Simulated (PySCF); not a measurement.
# C₆H₁₂BNO: geometry, NMR shifts, electronic excitations and core binding energies, part 2 of 2

PySCF 2.14.0. Atoms count from 0.

## Step 6: X-ray photoelectron lines: SCAN, X2C

What the job is given:

```
{"job": {"kind": "xps"}, "charge": 0, "multiplicity": 1}
C      4.304433     0.896626     0.593192
C      3.100745     0.207575     0.150521
C      2.118853    -0.385528    -0.248111
C      0.908510    -1.060382    -0.685883
B     -0.431832    -0.542036     0.005510
N     -0.385203     0.482059     0.963697
O     -1.585260    -1.159888    -0.400028
C     -2.850274    -0.791378     0.084485
C     -3.408383     0.420334    -0.635895
H      4.072259     1.874770     1.043867
H      4.992509     1.076122    -0.248423
H      4.849988     0.305970     1.346478
H      0.783791    -0.959824    -1.778682
H      0.983181    -2.147217    -0.502642
H     -1.178709     0.858013     1.461535
H      0.509419     0.871193     1.234664
H     -2.813394    -0.610893     1.176587
H     -3.517781    -1.655887    -0.063164
H     -3.451019     0.232594    -1.719139
H     -2.777594     1.307423    -0.472037
H     -4.426101     0.650615    -0.284784
```

With the program's defaults for keys left out, this is: delta-SCF UKS SCAN, pcX-2 on the ionised atom, pcseg-1 elsewhere, spin-free X2C.

Log:

```text
ground state, core basis on atom 0 (C), 217 functions
  cycle   1  E = -390.49066556  |g| = 8.14e-01
  cycle   2  E = -390.33769541  |g| = 1.18e+00
  cycle   3  E = -390.63680223  |g| = 2.23e-01
  cycle   4  E = -390.64629617  |g| = 5.95e-02
  cycle   5  E = -390.64668501  |g| = 4.23e-02
  cycle   6  E = -390.64710462  |g| = 1.51e-02
  cycle   7  E = -390.64715629  |g| = 4.62e-03
  cycle   8  E = -390.64716304  |g| = 8.47e-04
  cycle   9  E = -390.64716388  |g| = 2.59e-04
  E(ground) = -390.66953619 Eh
hole in C 1s of atom 0
  cycle   1  E = -379.38776395  |g| = 1.50e+00
  cycle   2  E = -374.57181763  |g| = 2.78e+00
  cycle   3  E = -379.28685751  |g| = 1.07e+00
  cycle   4  E = -379.81551579  |g| = 5.13e-01
  cycle   5  E = -379.90229516  |g| = 2.87e-01
  cycle   6  E = -379.93460407  |g| = 1.29e-01
  cycle   7  E = -379.94214113  |g| = 3.61e-02
  cycle   8  E = -379.94265628  |g| = 1.17e-02
  cycle   9  E = -379.94273339  |g| = 5.46e-03
  cycle  10  E = -379.94276169  |g| = 3.11e-03
  cycle  11  E = -379.94278166  |g| = 1.97e-03
  cycle  12  E = -379.94279539  |g| = 1.49e-03
  cycle  13  E = -379.94280498  |g| = 8.20e-04
  cycle  14  E = -379.94280820  |g| = 4.25e-04
  E(ion) = -379.96430936 Eh   <S^2> = 0.7722   hole on atom = 1.000   binding energy = 291.304 eV
ground state, core basis on atom 1 (C), 217 functions
  cycle   1  E = -390.65216117  |g| = 5.96e-02
  cycle   2  E = -390.65184371  |g| = 4.21e-02
  cycle   3  E = -390.65156655  |g| = 5.31e-02
  cycle   4  E = -390.65225499  |g| = 1.11e-02
  cycle   5  E = -390.65228908  |g| = 3.77e-04
  cycle   6  E = -390.65228768  |g| = 1.55e-04
  E(ground) = -390.67561224 Eh
hole in C 1s of atom 1
  cycle   1  E = -379.42916801  |g| = 1.51e+00
  cycle   2  E = -374.27272349  |g| = 2.96e+00
  cycle   3  E = -379.36430527  |g| = 1.12e+00
  cycle   4  E = -379.80114995  |g| = 6.70e-01
  cycle   5  E = -379.95111601  |g| = 3.47e-01
  cycle   6  E = -380.00643095  |g| = 8.65e-02
  cycle   7  E = -380.00986379  |g| = 4.01e-02
  cycle   8  E = -380.01063440  |g| = 1.49e-02
  cycle   9  E = -380.01089721  |g| = 7.92e-03
  cycle  10  E = -380.01103903  |g| = 6.29e-03
  cycle  11  E = -380.01110551  |g| = 3.17e-03
  cycle  12  E = -380.01112260  |g| = 1.20e-03
  cycle  13  E = -380.01112343  |g| = 6.16e-04
  cycle  14  E = -380.01112256  |g| = 2.95e-04
  E(ion) = -380.03281926 Eh   <S^2> = 0.8344   hole on atom = 1.000   binding energy = 289.605 eV
ground state, core basis on atom 2 (C), 217 functions
  cycle   1  E = -390.65211620  |g| = 6.39e-02
  cycle   2  E = -390.65065389  |g| = 8.19e-02
  cycle   3  E = -390.65173885  |g| = 4.94e-02
  cycle   4  E = -390.65235538  |g| = 8.02e-03
  cycle   5  E = -390.65237364  |g| = 6.71e-04
  cycle   6  E = -390.65237356  |g| = 2.80e-04
  E(ground) = -390.67569547 Eh
hole in C 1s of atom 2
  cycle   1  E = -379.42747975  |g| = 1.51e+00
  cycle   2  E = -374.75716355  |g| = 2.87e+00
  cycle   3  E = -379.38712785  |g| = 1.05e+00
  cycle   4  E = -379.78702913  |g| = 7.00e-01
  cycle   5  E = -379.96919731  |g| = 2.73e-01
  cycle   6  E = -379.99953659  |g| = 1.08e-01
  cycle   7  E = -380.00557776  |g| = 3.19e-02
  cycle   8  E = -380.00616641  |g| = 1.57e-02
  cycle   9  E = -380.00646496  |g| = 9.61e-03
  cycle  10  E = -380.00666776  |g| = 6.66e-03
  cycle  11  E = -380.00678071  |g| = 3.27e-03
  cycle  12  E = -380.00679744  |g| = 1.70e-03
  cycle  13  E = -380.00679941  |g| = 8.02e-04
  cycle  14  E = -380.00680021  |g| = 2.38e-04
  E(ion) = -380.02857096 Eh   <S^2> = 0.8471   hole on atom = 1.000   binding energy = 289.723 eV
ground state, core basis on atom 3 (C), 217 functions
  cycle   1  E = -390.64682120  |g| = 6.07e-02
  cycle   2  E = -390.64622937  |g| = 5.37e-02
  cycle   3  E = -390.64619307  |g| = 5.45e-02
  cycle   4  E = -390.64694482  |g| = 1.18e-02
  cycle   5  E = -390.64697882  |g| = 8.06e-04
  cycle   6  E = -390.64697963  |g| = 1.82e-04
  E(ground) = -390.66966403 Eh
hole in C 1s of atom 3
  cycle   1  E = -379.41234439  |g| = 1.51e+00
  cycle   2  E = -378.60948663  |g| = 1.86e+00
  cycle   3  E = -379.74748126  |g| = 6.73e-01
  cycle   4  E = -379.85489149  |g| = 4.82e-01
  cycle   5  E = -379.97575113  |g| = 8.10e-02
  cycle   6  E = -379.97817169  |g| = 3.80e-02
  cycle   7  E = -379.97881801  |g| = 8.94e-03
  cycle   8  E = -379.97886170  |g| = 5.57e-03
  cycle   9  E = -379.97888790  |g| = 2.26e-03
  cycle  10  E = -379.97890243  |g| = 1.60e-03
  cycle  11  E = -379.97891042  |g| = 1.06e-03
  cycle  12  E = -379.97891452  |g| = 8.13e-04
  cycle  13  E = -379.97891728  |g| = 6.27e-04
  cycle  14  E = -379.97891852  |g| = 3.02e-04
  E(ion) = -380.00043452 Eh   <S^2> = 0.7710   hole on atom = 1.000   binding energy = 290.325 eV
ground state, core basis on atom 4 (B), 217 functions
  cycle   1  E = -390.64456313  |g| = 5.30e-02
  cycle   2  E = -390.64440234  |g| = 4.07e-02
  cycle   3  E = -390.64469345  |g| = 2.06e-02
  cycle   4  E = -390.64475186  |g| = 1.29e-02
  cycle   5  E = -390.64479202  |g| = 2.25e-03
  cycle   6  E = -390.64479371  |g| = 4.92e-04
  E(ground) = -390.66814962 Eh
hole in B 1s of atom 4
  cycle   1  E = -383.03414011  |g| = 1.19e+00
  cycle   2  E = -380.81896623  |g| = 2.08e+00
  cycle   3  E = -383.23184441  |g| = 5.88e-01
  cycle   4  E = -383.39453599  |g| = 3.16e-01
  cycle   5  E = -383.41298577  |g| = 2.39e-01
  cycle   6  E = -383.43915334  |g| = 8.92e-02
  cycle   7  E = -383.44308555  |g| = 2.14e-02
  cycle   8  E = -383.44329968  |g| = 8.46e-03
  cycle   9  E = -383.44335122  |g| = 5.73e-03
  cycle  10  E = -383.44337006  |g| = 4.33e-03
  cycle  11  E = -383.44338882  |g| = 2.09e-03
  cycle  12  E = -383.44339427  |g| = 1.00e-03
  cycle  13  E = -383.44339589  |g| = 2.80e-04
  E(ion) = -383.46671215 Eh   <S^2> = 0.7882   hole on atom = 1.000   binding energy = 195.961 eV
ground state, core basis on atom 5 (N), 217 functions
  cycle   1  E = -390.66093820  |g| = 7.23e-02
  cycle   2  E = -390.66091516  |g| = 1.47e-02
  cycle   3  E = -390.66077710  |g| = 2.79e-02
  cycle   4  E = -390.66095344  |g| = 6.46e-03
  cycle   5  E = -390.66096475  |g| = 7.12e-04
  cycle   6  E = -390.66096237  |g| = 1.65e-04
  E(ground) = -390.68118183 Eh
hole in N 1s of atom 5
  cycle   1  E = -375.08984084  |g| = 1.86e+00
  cycle   2  E = -371.57593504  |g| = 2.84e+00
  cycle   3  E = -375.45539576  |g| = 7.35e-01
  cycle   4  E = -375.72164694  |g| = 3.67e-01
  cycle   5  E = -375.76815255  |g| = 2.18e-01
  cycle   6  E = -375.78394788  |g| = 1.02e-01
  cycle   7  E = -375.78870969  |g| = 3.61e-02
  cycle   8  E = -375.78926128  |g| = 1.26e-02
  cycle   9  E = -375.78933549  |g| = 3.18e-03
  cycle  10  E = -375.78934169  |g| = 9.94e-04
  cycle  11  E = -375.78934197  |g| = 3.21e-04
  E(ion) = -375.80830075 Eh   <S^2> = 0.7633   hole on atom = 1.000   binding energy = 404.712 eV
ground state, core basis on atom 6 (O), 217 functions
  cycle   1  E = -390.67713418  |g| = 9.84e-02
  cycle   2  E = -390.67642655  |g| = 7.61e-02
  cycle   3  E = -390.67685563  |g| = 5.82e-02
  cycle   4  E = -390.67742220  |g| = 7.24e-03
  cycle   5  E = -390.67743213  |g| = 1.19e-03
  cycle   6  E = -390.67743264  |g| = 3.80e-04
  E(ground) = -390.69740445 Eh
hole in O 1s of atom 6
  cycle   1  E = -370.07964795  |g| = 2.23e+00
  cycle   2  E = -367.24755794  |g| = 2.79e+00
  cycle   3  E = -365.51802599  |g| = 2.67e+00
  cycle   4  E = -370.82683913  |g| = 4.42e-01
  cycle   5  E = -370.87105673  |g| = 2.55e-01
  cycle   6  E = -370.90297691  |g| = 8.99e-02
  cycle   7  E = -370.90614072  |g| = 4.19e-02
  cycle   8  E = -370.90677547  |g| = 2.03e-02
  cycle   9  E = -370.90693358  |g| = 1.07e-02
  cycle  10  E = -370.90699293  |g| = 1.61e-03
  cycle  11  E = -370.90699300  |g| = 3.76e-04
  E(ion) = -370.92752702 Eh   <S^2> = 0.7617   hole on atom = 1.000   binding energy = 537.966 eV
ground state, core basis on atom 7 (C), 217 functions
  cycle   1  E = -390.64938739  |g| = 9.10e-02
  cycle   2  E = -390.64686519  |g| = 1.37e-01
  cycle   3  E = -390.65021932  |g| = 2.20e-02
  cycle   4  E = -390.65028834  |g| = 1.10e-02
  cycle   5  E = -390.65031418  |g| = 2.93e-03
  cycle   6  E = -390.65031786  |g| = 7.53e-04
  cycle   7  E = -390.65031784  |g| = 1.10e-04
  E(ground) = -390.67232567 Eh
hole in C 1s of atom 7
  cycle   1  E = -379.35383335  |g| = 1.51e+00
  cycle   2  E = -372.51501192  |g| = 3.18e+00
  cycle   3  E = -377.05737853  |g| = 2.06e+00
  cycle   4  E = -379.82172397  |g| = 4.46e-01
  cycle   5  E = -379.84070442  |g| = 4.16e-01
  cycle   6  E = -379.90444164  |g| = 1.30e-01
  cycle   7  E = -379.91090525  |g| = 6.62e-02
  cycle   8  E = -379.91301501  |g| = 2.18e-02
  cycle   9  E = -379.91324828  |g| = 6.89e-03
  cycle  10  E = -379.91327030  |g| = 3.21e-03
  cycle  11  E = -379.91327852  |g| = 1.58e-03
  cycle  12  E = -379.91328093  |g| = 6.83e-04
  cycle  13  E = -379.91328011  |g| = 2.31e-04
  E(ion) = -379.93510975 Eh   <S^2> = 0.7740   hole on atom = 1.000   binding energy = 292.175 eV
ground state, core basis on atom 8 (C), 217 functions
  cycle   1  E = -390.64697969  |g| = 5.86e-02
  cycle   2  E = -390.64693002  |g| = 2.48e-02
  cycle   3  E = -390.64696903  |g| = 2.17e-02
  cycle   4  E = -390.64706722  |g| = 4.93e-03
  cycle   5  E = -390.64707334  |g| = 9.38e-04
  cycle   6  E = -390.64707273  |g| = 4.58e-04
  E(ground) = -390.66981454 Eh
hole in C 1s of atom 8
  cycle   1  E = -379.40663889  |g| = 1.50e+00
  cycle   2  E = -372.78968608  |g| = 2.93e+00
  cycle   3  E = -379.55513527  |g| = 7.80e-01
  cycle   4  E = -379.91477995  |g| = 2.90e-01
  cycle   5  E = -379.95596703  |g| = 1.19e-01
  cycle   6  E = -379.96145090  |g| = 6.33e-02
  cycle   7  E = -379.96304767  |g| = 2.09e-02
  cycle   8  E = -379.96317762  |g| = 1.17e-02
  cycle   9  E = -379.96323492  |g| = 5.81e-03
  cycle  10  E = -379.96325246  |g| = 1.15e-03
  cycle  11  E = -379.96325396  |g| = 4.33e-04
  E(ion) = -379.98540795 Eh   <S^2> = 0.7672   hole on atom = 1.000   binding energy = 290.738 eV
```

Run time: 6.6 min. Hardware: 1 thread of Arm Neoverse N1, shared host; peak memory 0.68 GiB.

Binding energies by hole, beside the orbital energy of the ground state; the difference holds orbital relaxation and, for a density functional, its self-interaction error:

```csv
hole,stands for,environment,ΔSCF (eV),−ε (eV),⟨S²⟩
C1s on C0,C0,propargylic methyl carbon,291.30,274.0,0.772
C1s on C1,C1,alkyne carbon,289.61,273.0,0.834
C1s on C2,C2,alkyne carbon,289.72,273.1,0.847
C1s on C3,C3,propargylic sp3 CH2 bonded to B,290.32,273.4,0.771
B1s on B4,B4,"boron bonded to C, N, O",195.96,180.2,0.788
N1s on N5,N5,"nitrogen bonded to B, 2 H",404.71,385.6,0.763
O1s on O6,O6,"oxygen bonded to C, B",537.97,516.5,0.762
C1s on C7,C7,sp3 CH2 bonded to O,292.17,275.0,0.774
C1s on C8,C8,methyl carbon,290.74,273.5,0.767
```

## Step 7: Run by run: NMR shifts

Shifts (ppm) of some atoms, chosen among heavy atoms and hydrogens apart, means over like atoms, with basis size and wall time:

```csv
run,C1,C7,H16,H12,B4,N5,O6,functions,time
PBE0/pcSseg-1,78.4,60.7,3.74,1.56,29.5,74.2,117.5,213,71 s
PBE/pcSseg-1,76.0,63.3,3.91,1.64,27.3,78.7,133.7,213,90 s
```

## Step 8: Outcome

What follows sums up all 2 parts.

| quantity | value |
| --- | --- |
| point group | C1 |
| rotational constants (main isotopes) | 4.76, 0.59, 0.56 GHz |
| 13C shifts against TMS (PBE0/pcSseg-1) | 85.2, 78.4, 60.7, 18.1, 8.1, 4.8 ppm |
| 1H shifts against TMS (PBE0/pcSseg-1, means over atoms taken as alike) | 3.74, 3.10, 1.82, 1.56, 1.15 ppm |
| 11B shifts against BF3·OEt2 (PBE0/pcSseg-1) | 29.5 ppm |
| 15N shifts against NH3 (PBE0/pcSseg-1) | 74.2 ppm |
| 17O shifts against H2O (PBE0/pcSseg-1) | 117.5 ppm |
| lowest singlet (wB97X-D/def2-SVPD) | 6.55 eV (189 nm), f = 0.000 |
| brightest single state of those computed | state 6, 7.21 eV, f = 0.033 |
| lowest triplet | 5.49 eV |
| vertical ionisation energy (ΔSCF) | 8.98 eV |
| C1s binding energies, SCAN/pcX-2 | C7 292.17, C0 291.30, C8 290.74, C3 290.32, C2 289.72, C1 289.61 eV |
| B1s binding energies, SCAN/pcX-2 | B4 195.96 eV |
| N1s binding energies, SCAN/pcX-2 | N5 404.71 eV |
| O1s binding energies, SCAN/pcX-2 | O6 537.97 eV |
| range of the shift of O6 | 117.5 to 133.7 ppm |

**Reading.** Over 5 steps the energy fell by 0.181 eV; of the close pairs, C2–C3 changed most, 1.400 to 1.453 Å. At PBE0/pcSseg-1: The largest span, 267 ppm, is at C2, where the paramagnetic term is -165 ppm. The lowest singlet, at 6.55 eV, is HOMO→LUMO+5 0.52, HOMO−1→LUMO+6 0.17 and is dark; of the 10 states computed, the strongest absorption comes from state 6 at 7.21 eV. The lowest triplet lies 1.06 eV below the lowest singlet (triplets in Tamm-Dancoff, singlets in full TDDFT). ΔSCF puts the ionisation energy at 8.98 eV, 0.26 eV above −ε(HOMO). C7 (sp3 CH2 bonded to O) binds its C1s electron 2.57 eV more tightly than C1 (alkyne carbon). In ppm, O6 moves most: its shift spreads over 16.2 ppm, from 117.5 (PBE0/pcSseg-1) to 133.7 (PBE/pcSseg-1).
